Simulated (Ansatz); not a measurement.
# B5Ru: a trial structure relaxed, part 2 of 3

The task: take a trial cell of B5Ru to zero force and stress.

Ansatz 0.2.0; DFT PBE, scalar-relativistic, plane waves, PAW. The steps go on from the part before.

**4. Relaxation on the finer mesh**

The end of the coarse run is made exact in the group found at a tolerance of 0.06 Å and reduced to its primitive cell.

Input file input.yaml:

```yaml
crystal:
  lattice:
    - [0.0, 2.8030197821, 2.8030197821]
    - [2.8030197821, 0.0, 2.8030197821]
    - [2.8030197821, 2.8030197821, 0.0]
  atoms:
    - { symbol: B, position: [0.1229715558, 0.1229715558, 0.6310853325] }
    - { symbol: B, position: [0.1229715558, 0.6310853325, 0.1229715558] }
    - { symbol: B, position: [0.75, 0.75, 0.75] }
    - { symbol: B, position: [0.1229715558, 0.1229715558, 0.1229715558] }
    - { symbol: B, position: [0.6310853325, 0.1229715558, 0.1229715558] }
    - { symbol: Ru, position: [0.5, 0.5, 0.5] }
basis:
  ecutwfc: 420
kpoints:
  mp_grid: { grid: [12, 12, 12] }
hamiltonian:
  xc: pbe
scf:
  occupations: { method: gaussian, width: 0.1 }
output:
  forces: true
  stress: true
  eigenvalues: true
  write_density: true
  write_potential: true
  elf: true
  volumetric_format: npy
relax:
  adjacent_minimum: "off"
  f_tol: 0.01
  max_steps: 80
  cell: { stress_tol: 0.05 }
```

The run is started by

```console
ansatz run input.yaml --threads 1 --pin off --max-ram 2048MiB --backend cpu --events-out ev --progress --plain --runs-dir out
```

Standard output:

```text
Warning: RAYON_NUM_THREADS=1 ignored (pool sized by the plan → 1); use --threads N
Engine: ansatz 0.2.0, x86_64-unknown-linux-gnu
Pseudopotentials: kind: paw
Pseudopotential: B, paw, valence charge 3, recommended cutoff 420 eV (normal), B.paw.azcp
Pseudopotential: Ru, paw, valence charge 16, recommended cutoff 420 eV (normal), Ru.paw.azcp
Functional definition: PBE
  parameter kappa = 0.804
  parameter beta = 0.06672455060314922
  exchange = pbe_x(kappa = kappa, mu = beta*pi^2/3)
  correlation = pbe_c(beta = beta)
Crystal: 6 atoms, lattice volume = 44.046 Å³
Basis set: ecut = 420 eV, 869 PW (Γ), exchange–correlation on 54×54×54 points (8 copies of the dense FFT grid, shifted against one another)
Bands: 22, of which v1, the nominal top of the filled ones, is band 16 counted from 1 (15 counted from 0)
Symmetry: 24 space group operations
Space group: F-43m (ITA 216), of the structure as read, at distance tolerance 3.5e-5 Å
k-points: 72 of 1728 (time reversal used)
Non-local potential: B, projectors of the file, l = 0: 2, l = 1: 2, l = 2: 1
Non-local potential: Ru, projectors of the file, l = 0: 3, l = 1: 2, l = 2: 2, l = 3: 1
PAW form: soft (Blöchl's): semilocal exchange-correlation on the pseudo side does not see the compensation charge
PAW one-centre angular grid: B, 110 points (default); XC on 64 Gauss nodes
PAW one-centre angular grid: Ru, 590 points (default); XC on 64 Gauss nodes
Initial density: superposition of atomic densities (neutral atoms: chi_scale 0, normalization atom), corrected by the library's trained network
Initial wavefunctions: pseudopotential atomic-orbital guess
Functional: x = pbe(κ = 0.804, μ = 0.2195149727645171), c = pbe(β = 0.06672455060314922)
SCF iter   1: F=—  HF=-6653.071177 eV  |F-HF|=—  |Δ(HF+E_count)|=         —  Δρ=5.07e-2  dr2=1.84e0  ethr=1.77e-3  ⟨swp⟩=5.2  Hψ=6842  notcnv=0
preconditioner: auto → Kerker (q_TF=auto, 2.573 Å⁻¹)  [metal: Δε(μ)=0.027 eV  Ē_g=9.850 eV  σ=0.100 eV  W_gap=0.15  n_scr=14 (ndim 8)  ℏωp=26.8 eV  f_vac=0.000  D(μ)=2.48/eV (n_scr^D=26)]
SCF iter   2: F=—  HF=-6652.855587 eV  |F-HF|=—  |Δ(HF+E_count)|=   2.16e-1  Δρ=1.91e-2  dr2=2.92e-1  ethr=1.77e-3  ⟨swp⟩=2.0  Hψ=2456  notcnv=0  defer=106
SCF iter   3: F=—  HF=-6652.813515 eV  |F-HF|=—  |Δ(HF+E_count)|=   4.21e-2  Δρ=3.36e-3  dr2=5.23e-3  ethr=9.41e-4  ⟨swp⟩=2.0  Hψ=1918  notcnv=0  defer=114
SCF iter   4: F=—  HF=-6652.812202 eV  |F-HF|=—  |Δ(HF+E_count)|=   1.31e-3  Δρ=4.73e-4  dr2=1.43e-4  ethr=1.69e-5  ⟨swp⟩=2.7  Hψ=2610  notcnv=0  defer=114
SCF iter   5: F=—  HF=-6652.812180 eV  |F-HF|=—  |Δ(HF+E_count)|=   2.18e-5  Δρ=8.54e-5  dr2=1.75e-6  ethr=4.60e-7  ⟨swp⟩=2.6  Hψ=2568  notcnv=0  defer=114
SCF iter   6: F=—  HF=-6652.812182 eV  |F-HF|=—  |Δ(HF+E_count)|=   1.91e-6  Δρ=1.04e-5  dr2=3.41e-8  ethr=3.23e-10  ⟨swp⟩=11.5  Hψ=10421  notcnv=0
SCF iter   7: F=-6652.812182 eV  HF=-6652.812182 eV  |F-HF|=1.15e-9  |Δ(HF+E_count)|=   2.46e-9  Δρ=2.02e-6  dr2=1.65e-9  ethr=1.10e-10  ⟨swp⟩=4.5  Hψ=7874  notcnv=0
SCF 1 converged in 7 iterations: F = -6652.812182 eV  dr2 = 1.65e-9
relax step   1: F+E_penalty+E_count = -6652.81218196 eV  Δ(F+E_penalty+E_count) = +0.000e0 eV  max|allowed force component| = 4.382e-2 eV/Å  Δτ_max = 0.0000 Å  P = -0.413 GPa  Ω = 44.046 Å³  (7 SCF iters, dr2 threshold 1.00e-7 eV, accepted)
Crystal: 6 atoms, lattice volume = 44.003 Å³
Initial density: handed on by an earlier stage of this run
Initial wavefunctions: those handed on with the density
iter 1 solved again at ethr=3.43e-7 eV; its pass at ethr=3.10e-3 eV (dr2=1.06e-4 eV) is discarded
SCF iter   1: F=—  HF=-6652.812636 eV  |F-HF|=—  |Δ(HF+E_count)|=         —  Δρ=3.44e-4  dr2=1.03e-4  ethr=3.43e-7  ⟨swp⟩=2.0  Hψ=7220  notcnv=0
preconditioner: auto → Kerker (q_TF=auto, 2.574 Å⁻¹)  [metal: Δε(μ)=0.031 eV  Ē_g=9.817 eV  σ=0.100 eV  W_gap=0.17  n_scr=14 (ndim 8)  ℏωp=26.8 eV  f_vac=0.000  D(μ)=2.46/eV (n_scr^D=26)]
SCF iter   2: F=—  HF=-6652.812621 eV  |F-HF|=—  |Δ(HF+E_count)|=   1.51e-5  Δρ=1.90e-4  dr2=3.34e-5  ethr=3.33e-7  ⟨swp⟩=1.0  Hψ=1584  notcnv=0
iter 3 did not close the SCF: its close was put off for the readings that it lacked (scf_convergence_deferred on its scf_iter line)
SCF iter   3: F=-6652.812611 eV  HF=-6652.812611 eV  |F-HF|=2.03e-7  |Δ(HF+E_count)|=   9.75e-6  Δρ=1.99e-5  dr2=2.78e-7  ethr=1.08e-7  ⟨swp⟩=2.2  Hψ=2226  notcnv=0
iter 4 did not close the SCF: its close was put off for the readings that it lacked (scf_convergence_deferred on its scf_iter line)
SCF iter   4: F=-6652.812611 eV  HF=-6652.812611 eV  |F-HF|=4.33e-9  |Δ(HF+E_count)|=   8.89e-8  Δρ=4.75e-6  dr2=8.79e-9  ethr=8.97e-10  ⟨swp⟩=2.0  Hψ=2331  notcnv=0
iter 5 did not close the SCF: its close was put off for the readings that it lacked (scf_convergence_deferred on its scf_iter line)
SCF iter   5: F=-6652.812611 eV  HF=-6652.812611 eV  |F-HF|=2.55e-11  |Δ(HF+E_count)|=   1.06e-9  Δρ=5.36e-7  dr2=8.39e-11  ethr=2.83e-11  ⟨swp⟩=2.3  Hψ=2665  notcnv=0
SCF iter   6: F=-6652.812611 eV  HF=-6652.812611 eV  |F-HF|=0.00e0  |Δ(HF+E_count)|=  1.64e-11  Δρ=8.56e-8  dr2=1.91e-12  ethr=1.00e-12  ⟨swp⟩=4.0  Hψ=6588  notcnv=0
SCF 2 converged in 6 iterations: F = -6652.812611 eV  dr2 = 1.91e-12
relax step   2: F+E_penalty+E_count = -6652.81261113 eV  Δ(F+E_penalty+E_count) = -4.292e-4 eV  max|allowed force component| = 3.783e-2 eV/Å  Δτ_max = 0.0010 Å  P = -0.138 GPa  Ω = 44.003 Å³  energy of the carried Pulay correction = +6.623e-5 eV  (6 SCF iters, dr2 threshold 4.26e-7 eV, accepted)
Crystal: 6 atoms, lattice volume = 43.954 Å³
iter 1 solved again at ethr=3.90e-6 eV; its pass at ethr=3.10e-3 eV (dr2=1.21e-3 eV) is discarded
SCF iter   1: F=—  HF=-6652.813929 eV  |F-HF|=—  |Δ(HF+E_count)|=         —  Δρ=1.25e-3  dr2=1.21e-3  ethr=3.90e-6  ⟨swp⟩=1.1  Hψ=7156  notcnv=0
preconditioner: auto → Kerker (q_TF=auto, 2.574 Å⁻¹)  [metal: Δε(μ)=0.031 eV  Ē_g=9.824 eV  σ=0.100 eV  W_gap=0.17  n_scr=14 (ndim 8)  ℏωp=26.9 eV  f_vac=0.000  D(μ)=2.51/eV (n_scr^D=26)]
SCF iter   2: F=—  HF=-6652.813641 eV  |F-HF|=—  |Δ(HF+E_count)|=   2.89e-4  Δρ=7.39e-4  dr2=4.47e-4  ethr=3.90e-6  ⟨swp⟩=1.0  Hψ=1584  notcnv=0
SCF iter   3: F=—  HF=-6652.813466 eV  |F-HF|=—  |Δ(HF+E_count)|=   1.75e-4  Δρ=6.06e-5  dr2=1.37e-6  ethr=1.44e-6  ⟨swp⟩=2.0  Hψ=2348  notcnv=0
SCF iter   4: F=—  HF=-6652.813468 eV  |F-HF|=—  |Δ(HF+E_count)|=   2.18e-6  Δρ=1.67e-5  dr2=1.50e-7  ethr=4.43e-9  ⟨swp⟩=2.0  Hψ=2711  notcnv=0
iter 5 did not close the SCF: its close was put off for the readings that it lacked (scf_convergence_deferred on its scf_iter line)
SCF iter   5: F=-6652.813468 eV  HF=-6652.813468 eV  |F-HF|=3.90e-10  |Δ(HF+E_count)|=   1.63e-8  Δρ=2.78e-6  dr2=1.82e-9  ethr=4.85e-10  ⟨swp⟩=1.4  Hψ=1627  notcnv=0
SCF iter   6: F=-6652.813468 eV  HF=-6652.813468 eV  |F-HF|=3.55e-11  |Δ(HF+E_count)|=  1.99e-10  Δρ=5.05e-7  dr2=7.85e-11  ethr=5.88e-12  ⟨swp⟩=4.2  Hψ=8122  notcnv=0
SCF 3 converged in 6 iterations: F = -6652.813468 eV  dr2 = 7.85e-11
relax step   3: F+E_penalty+E_count = -6652.81346778 eV  Δ(F+E_penalty+E_count) = -8.567e-4 eV  max|allowed force component| = 4.750e-3 eV/Å  Δτ_max = 0.0053 Å  P = +0.152 GPa  Ω = 43.954 Å³  energy of the carried Pulay correction = +1.408e-4 eV  (6 SCF iters, dr2 threshold 8.95e-8 eV, accepted)
Crystal: 6 atoms, lattice volume = 43.974 Å³
iter 1 solved again at ethr=1.33e-7 eV; its pass at ethr=3.10e-3 eV (dr2=4.12e-5 eV) is discarded
SCF iter   1: F=—  HF=-6652.813467 eV  |F-HF|=—  |Δ(HF+E_count)|=         —  Δρ=2.34e-4  dr2=4.05e-5  ethr=1.33e-7  ⟨swp⟩=1.0  Hψ=7158  notcnv=0
preconditioner: auto → Kerker (q_TF=auto, 2.574 Å⁻¹)  [metal: Δε(μ)=0.031 eV  Ē_g=9.819 eV  σ=0.100 eV  W_gap=0.17  n_scr=14 (ndim 8)  ℏωp=26.9 eV  f_vac=0.000  D(μ)=2.50/eV (n_scr^D=26)]
SCF iter   2: F=—  HF=-6652.813463 eV  |F-HF|=—  |Δ(HF+E_count)|=   4.53e-6  Δρ=1.16e-4  dr2=1.04e-5  ethr=1.31e-7  ⟨swp⟩=1.0  Hψ=1584  notcnv=0
SCF iter   3: F=—  HF=-6652.813460 eV  |F-HF|=—  |Δ(HF+E_count)|=   3.21e-6  Δρ=1.60e-5  dr2=1.64e-7  ethr=3.35e-8  ⟨swp⟩=2.2  Hψ=2240  notcnv=0
iter 4 did not close the SCF: its close was put off for the readings that it lacked (scf_convergence_deferred on its scf_iter line)
SCF iter   4: F=-6652.813459 eV  HF=-6652.813459 eV  |F-HF|=1.81e-9  |Δ(HF+E_count)|=   6.65e-8  Δρ=2.98e-6  dr2=2.84e-9  ethr=5.28e-10  ⟨swp⟩=2.0  Hψ=2704  notcnv=0
iter 5 did not close the SCF: its close was put off for the readings that it lacked (scf_convergence_deferred on its scf_iter line)
SCF iter   5: F=-6652.813459 eV  HF=-6652.813459 eV  |F-HF|=2.02e-10  |Δ(HF+E_count)|=  1.93e-10  Δρ=7.81e-7  dr2=2.61e-10  ethr=9.18e-12  ⟨swp⟩=2.8  Hψ=2621  notcnv=0
SCF iter   6: F=-6652.813459 eV  HF=-6652.813459 eV  |F-HF|=0.00e0  |Δ(HF+E_count)|=  3.82e-11  Δρ=8.59e-8  dr2=2.40e-12  ethr=1.00e-12  ⟨swp⟩=4.0  Hψ=6700  notcnv=0
SCF 4 converged in 6 iterations: F = -6652.813459 eV  dr2 = 2.40e-12
relax step   4: F+E_penalty+E_count = -6652.81345945 eV  Δ(F+E_penalty+E_count) = +8.331e-6 eV  max|allowed force component| = 1.241e-4 eV/Å  Δτ_max = 0.0007 Å  P = +0.016 GPa  Ω = 43.974 Å³  energy of the carried Pulay correction = +1.096e-4 eV  (6 SCF iters, accepted)
Initial wavefunctions: pseudopotential atomic-orbital guess (no wavefunctions were taken with the density)
iter 1 solved again at ethr=4.38e-8 eV; its pass at ethr=3.10e-3 eV (dr2=1.36e-5 eV) is discarded
SCF iter   1: F=—  HF=-6652.813319 eV  |F-HF|=—  |Δ(HF+E_count)|=         —  Δρ=6.38e-6  dr2=2.45e-9  ethr=4.38e-8  ⟨swp⟩=3.0  Hψ=11024  notcnv=0
preconditioner: auto → Kerker (q_TF=auto, 2.574 Å⁻¹)  [metal: Δε(μ)=0.031 eV  Ē_g=9.819 eV  σ=0.100 eV  W_gap=0.18  n_scr=14 (ndim 8)  ℏωp=26.9 eV  f_vac=0.000  D(μ)=2.50/eV (n_scr^D=26)]
SCF iter   2: F=—  HF=-6652.813321 eV  |F-HF|=—  |Δ(HF+E_count)|=   2.39e-6  Δρ=3.31e-6  dr2=5.67e-10  ethr=7.89e-12  ⟨swp⟩=2.8  Hψ=2930  notcnv=0
iter 3 did not close the SCF: its close was put off for the readings that it lacked (scf_convergence_deferred on its scf_iter line)
SCF iter   3: F=-6652.813321 eV  HF=-6652.813321 eV  |F-HF|=1.09e-11  |Δ(HF+E_count)|=   1.82e-9  Δρ=4.68e-7  dr2=3.31e-11  ethr=1.83e-12  ⟨swp⟩=2.2  Hψ=2690  notcnv=0
iter 4 did not close the SCF: its close was put off for the readings that it lacked (scf_convergence_deferred on its scf_iter line)
SCF iter   4: F=-6652.813321 eV  HF=-6652.813321 eV  |F-HF|=4.55e-12  |Δ(HF+E_count)|=  2.82e-11  Δρ=5.63e-8  dr2=1.12e-12  ethr=1.00e-12  ⟨swp⟩=1.0  Hψ=1584  notcnv=0
iter 5 did not close the SCF: its close was put off for the readings that it lacked (scf_convergence_deferred on its scf_iter line)
SCF iter   5: F=-6652.813321 eV  HF=-6652.813321 eV  |F-HF|=9.09e-13  |Δ(HF+E_count)|=  2.73e-12  Δρ=1.26e-8  dr2=7.55e-14  ethr=1.00e-12  ⟨swp⟩=1.0  Hψ=1584  notcnv=0
iter 6 did not close the SCF: its close was put off for the readings that it lacked (scf_convergence_deferred on its scf_iter line)
SCF iter   6: F=-6652.813321 eV  HF=-6652.813321 eV  |F-HF|=0.00e0  |Δ(HF+E_count)|=    0.00e0  Δρ=4.45e-9  dr2=4.48e-15  ethr=1.00e-12  ⟨swp⟩=1.0  Hψ=1584  notcnv=0
SCF iter   7: F=-6652.813321 eV  HF=-6652.813321 eV  |F-HF|=1.82e-12  |Δ(HF+E_count)|=    0.00e0  Δρ=9.06e-10  dr2=3.88e-16  ethr=1.00e-12  ⟨swp⟩=2.0  Hψ=4557  notcnv=0
SCF 5 converged in 7 iterations: F = -6652.813321 eV  dr2 = 3.88e-16
relax step   5: F+E_penalty+E_count = -6652.81332123 eV  Δ(F+E_penalty+E_count) = +1.382e-4 eV  max|allowed force component| = 9.687e-5 eV/Å  Δτ_max = 0.0000 Å  P = +0.016 GPa  Ω = 43.974 Å³  stress off target by 1.63e-2 GPa  SCF on the basis re-selected at this cell (its energy is not comparable with the rows above)  (7 SCF iters)
basis re-selected at this cell: Δ(F+E_penalty+E_count) = +1.382e-4 eV, ΔP = +0.000 GPa vs the last step (what re-selecting the basis moved, of the pressure what is left beyond the Pulay correction that the steps carried, after the strain that the cell walked since its last selection, with what the two solves' SCF thresholds leave and, on support functions, any second-order correction that the steps lacked; it is no measure of the basis error at this ecutwfc). This SCF's stress stands 1.63e-2 GPa from its target on what of the cell is left free (relax.cell.stress_tol is 5.00e-2 GPa) and its largest allowed force component is 9.69e-5 eV/Å (relax.f_tol is 1.00e-2 eV/Å): within both
SCF converged after 7 iterations
Free energy (F): -6652.813321 eV
Harris-Foulkes:  -6652.813321 eV  (|F-HF|=1.82e-12)
Internal energy: -6652.800818 eV  (E = F + TS)
E sigma→0 (E₀):  -6652.807070 eV
Entropy (-TS):   -0.012503 eV (-2.084 meV/atom)
Fermi energy:    17.984676 eV
--- Per-component energies (eV) ---
  E_band       = -30.039411
  E_kinetic    = 753.369042
  E_local      = -1798.031980  (includes V_loc(G=0)·N_el)
  E_nonlocal   = 401.090638
  E_hartree    = 639.611950
  E_xc         = -352.001165
  E_vxc        = -431.434642  (∫ρ·V_xc dr)
  E_paw        = -3852.953982  (= ΣΔE_a)
  E_vpaw       = -234.256203  (= ΣTr[D̂ρ^β])
  E_aug_tail   = -0.000169  (compensation charges beyond the density's cutoff)
  E_ewald      = -2443.885154
  E_smearing   = -0.012503  (= −TS)
  E_closure    = 0.000000  (closes the sum)
  Σ components = -6652.813321   (vs F -6652.813321, Δ=0.00e0)
--- Forces (eV/Å), atoms counted from 1 ---
  atom   1  B      0.00009687     0.00009687    -0.00009687
  atom   2  B      0.00009687    -0.00009687     0.00009687
  atom   3  B      0.00000000     0.00000000     0.00000000
  atom   4  B     -0.00009687    -0.00009687    -0.00009687
  atom   5  B     -0.00009687     0.00009687     0.00009687
  atom   6  Ru     0.00000000     0.00000000     0.00000000
  max |Σ_I F_I| component: 5.78e-16 eV/Å
--- Stress (GPa, compression-positive) ---
        0.016267       0.000000       0.000000
        0.000000       0.016267       0.000000
        0.000000       0.000000       0.016267
  P = ⅓ Tr σ = 0.0163 GPa (0.163 kbar)
--- Band table (eV; the first three rows and the last of 72) ---
  k-point 0: bands = ["-56.5742", "-26.6560", "-26.6560", "-26.6560", "0.4290", "8.2530", "8.9781", "8.9781", "8.9781", "10.8979", "10.8979", "13.4995", "13.4995", "13.4995", "13.9875", "18.8529", "18.8529", "18.8529", "19.7619", "19.7619", "19.7619", "21.0639"]
  k-point 1: bands = ["-56.5741", "-26.6575", "-26.6563", "-26.6563", "0.5158", "7.9480", "8.9337", "9.0004", "9.0004", "10.8185", "10.8185", "13.5028", "13.6720", "13.6720", "14.4024", "18.2824", "18.4762", "18.4762", "19.8979", "19.8979", "20.3472", "21.3112"]
  k-point 2: bands = ["-56.5740", "-26.6618", "-26.6570", "-26.6570", "0.7733", "7.2065", "8.8097", "9.0364", "9.0364", "10.7055", "10.7055", "13.7464", "14.0330", "14.0330", "14.9366", "17.8630", "17.8630", "18.0143", "20.0216", "20.0216", "20.9310", "21.8975"]
  k-point 71: bands = ["-56.5731", "-26.6721", "-26.6719", "-26.6656", "3.7984", "4.5703", "5.9141", "7.0043", "10.7697", "11.6641", "12.0389", "12.5857", "13.7642", "14.0189", "16.0966", "18.6946", "18.9734", "19.2446", "20.1497", "21.4951", "22.1842", "23.3564"]
--- Relaxed structure (4 steps of the walk, 4 accepted, 1 SCFs on fresh bases) ---
  F+E_penalty+E_count = -6652.81332123 eV   max|allowed force component| = 9.687e-5 eV/Å   (the final SCF, on the basis selected at the relaxed cell)
  cell:  # Å, volume = 43.9743 Å³
    - [2.2610713395974175e-34, 2.8014941829341886, 2.8014941829341886]
    - [2.8014941829341886, 2.961684994120561e-34, 2.8014941829341886]
    - [2.8014941829341886, 2.8014941829341886, 5.413832784951564e-34]
  atoms:
    - { symbol: B, position: [0.1222467750749969, 0.1222467750749969, 0.633259674775009] }
    - { symbol: B, position: [0.12224677507499693, 0.633259674775009, 0.12224677507499693] }
    - { symbol: B, position: [0.75, 0.75, 0.75] }
    - { symbol: B, position: [0.1222467750749969, 0.1222467750749969, 0.1222467750749969] }
    - { symbol: B, position: [0.633259674775009, 0.12224677507499693, 0.12224677507499693] }
    - { symbol: Ru, position: [0.5, 0.5, 0.5] }
```

Run time: 36 s. Hardware: 1 thread of Intel Xeon Platinum 8259CL at 2.50GHz (Skylake/Cascade Lake), shared host; peak memory 0.53 GiB.

Step by step:

| step | energy from step 1 (eV/cell) | largest force component (eV/Å) | pressure (GPa) | volume (Å³) |
| --- | --- | --- | --- | --- |
| 1 | 0.0000 | 0.0438 | -0.41 | 44.05 |
| 2 | -0.0004 | 0.0378 | -0.14 | 44.00 |
| 3 | -0.0013 | 0.0047 | 0.15 | 43.95 |
| 4 | -0.0013 | 0.0001 | 0.02 | 43.97 |
| 5 | -0.0011 | 0.0001 | 0.02 | 43.97 |

Step 1 is the start. Step 5 repeats the geometry before it on a plane-wave basis chosen anew for that cell, so its energy need not be comparable with the rows above.

Lengths and angles in the start's conventional setting:

|  | before | after | change |
| --- | --- | --- | --- |
| a (Å) | 5.606 | 5.603 | -0.1 % |
| b (Å) | 5.606 | 5.603 | -0.1 % |
| c (Å) | 5.606 | 5.603 | -0.1 % |
| volume (Å³/atom) | 7.34 | 7.33 | -0.2 % |
| shortest distance (Å) | 1.950 | 1.937 | -0.6 % |
| space group (0.01 Å) | F-43m | F-43m | same |

Forces and stress were held to the start's 24 operations: a distortion of lower symmetry was not tested.

Axes a, b and c in the maps are those of this run's conventional cell (a, b, c = 5.603, 5.603, 5.603 Å).

Density in a lattice plane of the grid's cell (edges 5.60 and 5.60 Å, at 0.122 of the third edge), which holds B.

Ten even steps from ' ' (0.32 e/Å³) to '@' (3.52 e/Å³):
```
  ....            ..--**##**--..                
  ..                ..::--::..                  
                                                
                                                
                                                
                                                
                                                
--::..                ..                    ..::
##**--..            ....                  ..--**
@@%%==..                                  ..==%%
##**--..                  ....            ..--**
--::..                    ..                ..::
                                                
                                                
                                                
                                                
                                                
                    ..::--::..                ..
                  ..--**##**--..            ....
                  ..==%%@@%%==..                
```
Columns run along the first of these edges and rows up along the second, over one cell in 24 and 20 even steps from the bottom left corner. Atoms in the plane (fractional): B at (0.38, 0.62), B at (0.88, 0.12), B at (0.12, 0.88), B at (0.62, 0.38).

ELF in the same plane.

Ten even steps from ' ' (0.02) to '@' (0.69):
```
@@%%++--==##%%**----++**##**++----==++++++**##%%
%%++    ..++%%##==----==++====--==++++++====++##
##==..  ..++%%##**==----------++##%%##**++====**
####++==++##%%%%####**++==--==**%%%%%%##**++++++
**%%%%%%%%%%%%%%%%%%%%%%**++++**%%%%%%%%%%**++++
==++**####%%%%##++==++####++++++**##%%%%%%**==--
------==**##%%++..  ..==##**====++**##%%##++----
++==----==##%%++..    ++%%##++====++++++==--====
##**++----**%%##==--++%%@@%%##**++++++==----++**
%%##**==--==**######%%@@@@@@%%######**==--==**##
##**++----==++++++**##%%@@%%++--==##%%**----++**
++====--==++++++====++##%%++    ..++%%##==----==
------++##%%##**++====**##==..  ..++%%##**==----
==--==**%%%%%%##**++++++####++==++##%%%%####**++
**++++**%%%%%%%%%%**++++**%%%%%%%%%%%%%%%%%%%%%%
##++++++**##%%%%%%**==--==++**####%%%%##++==++##
##**====++**##%%##++----------==**##%%++..  ..==
%%##++====++++++==--====++==----==##%%++..    ++
@@%%##**++++++==----++**##**++----**%%##==--++%%
@@@@%%######**==--==**##%%##**==--==**######%%@@
```
Columns run along the first of these edges and rows up along the second, over one cell in 24 and 20 even steps from the bottom left corner. Atoms in the plane (fractional): B at (0.38, 0.62), B at (0.88, 0.12), B at (0.12, 0.88), B at (0.62, 0.38).

Both are smooth fields of the valence electrons: close to the nuclei they are not physical.

The highest ELF values outside the cores: 0.71 in the shell around B, 0.7 Å from B; 0.71 on the B–B line, 1.0 Å from B.

(Part 2 of 3 ends here.)
